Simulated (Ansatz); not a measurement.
# FH₂MoNOS: small, medium and large basis sets

The task here is to estimate one member of a computed series from the others.

Program: Ansatz 0.2.0, Gaussian basis. Level of theory: one geometry, several basis sets. These are calculated values, not measurements.

Levels to be run: PBE0-D4/def2-SVP; ωB97M-V/def2-SVP; PBE0-D4/def2-QZVPP; ωB97M-V/def2-QZVPP; the functionals' def2-TZVPP values are taken from earlier runs.

1 further run of the same task is left out (for a known fault of the program).

### The geometry

All runs share one geometry, relaxed beforehand with PBE0-D4 in a triple-zeta def2 set. Mo takes the def2 core potential; no spin-orbit term is included.

SMILES `[NH2][Mo](=[O])([F])=[S]`, 7 atoms, charge 0, spin multiplicity 1.

Atoms are counted from 1 here; the program's logs count them from 0.

Bond lengths: N1–Mo2 1.906 Å, N1–H6 1.010 Å, N1–H7 1.010 Å, Mo2–O3 1.667 Å, Mo2–F4 1.849 Å, Mo2–S5 2.109 Å. Angles: Mo2–N1–H6 122.0°, Mo2–N1–H7 124.5°, H6–N1–H7 112.0°, N1–Mo2–O3 107.4°, N1–Mo2–F4 110.3°, N1–Mo2–S5 107.9°, O3–Mo2–F4 110.3°, O3–Mo2–S5 110.7°, F4–Mo2–S5 110.2°.

The first run:

in.yaml

```yaml
crystal:
  periodic: [false, false, false]
  atoms:
    - {symbol: N, position_ang: [-0.690789, 0.750148, 0.579890]}
    - {symbol: Mo, position_ang: [0.412864, -0.540229, -0.285468]}
    - {symbol: O, position_ang: [1.796165, -0.707267, 0.629748]}
    - {symbol: F, position_ang: [-0.471741, -2.158538, -0.412231]}
    - {symbol: S, position_ang: [0.874324, 0.189721, -2.209343]}
    - {symbol: H, position_ang: [-0.568281, 0.994247, 1.552654]}
    - {symbol: H, position_ang: [-1.291343, 1.403919, 0.099150]}
basis:
  gaussian: {orbitals: def2-SVP}
hamiltonian: {xc: pbe0, dispersion: d4}
output: {orbitals: {seedname: orbitals}}
```

Started as:

```
ansatz run in.yaml --threads 4 --pin off --events-out ev --progress --plain --max-ram 10444MiB
```

Among the steps run: PBE0-D4 in def2-SVP; ωB97M-V in def2-SVP; PBE0-D4 in def2-QZVPP; ωB97M-V in def2-QZVPP.

One of the session's tables, all rows but one given; the rest of the session is left out.

```
functional       basis  HOMO (eV)  LUMO (eV)
   PBE0-D4    def2-SVP      -7.83      -2.93
   PBE0-D4  def2-TZVPP          ?          ?
   PBE0-D4  def2-QZVPP      -7.86      -2.98
   ωB97M-V    def2-SVP      -9.91      -0.83
   ωB97M-V  def2-TZVPP      -9.96      -0.91
   ωB97M-V  def2-QZVPP      -9.98      -0.95
```

Estimate the missing values for PBE0-D4, def2-TZVPP.

As computed: HOMO (eV): -7.85; LUMO (eV): -2.96. In the column «HOMO (eV)» it lies between PBE0-D4, def2-QZVPP (-7.86) and PBE0-D4, def2-SVP (-7.83).
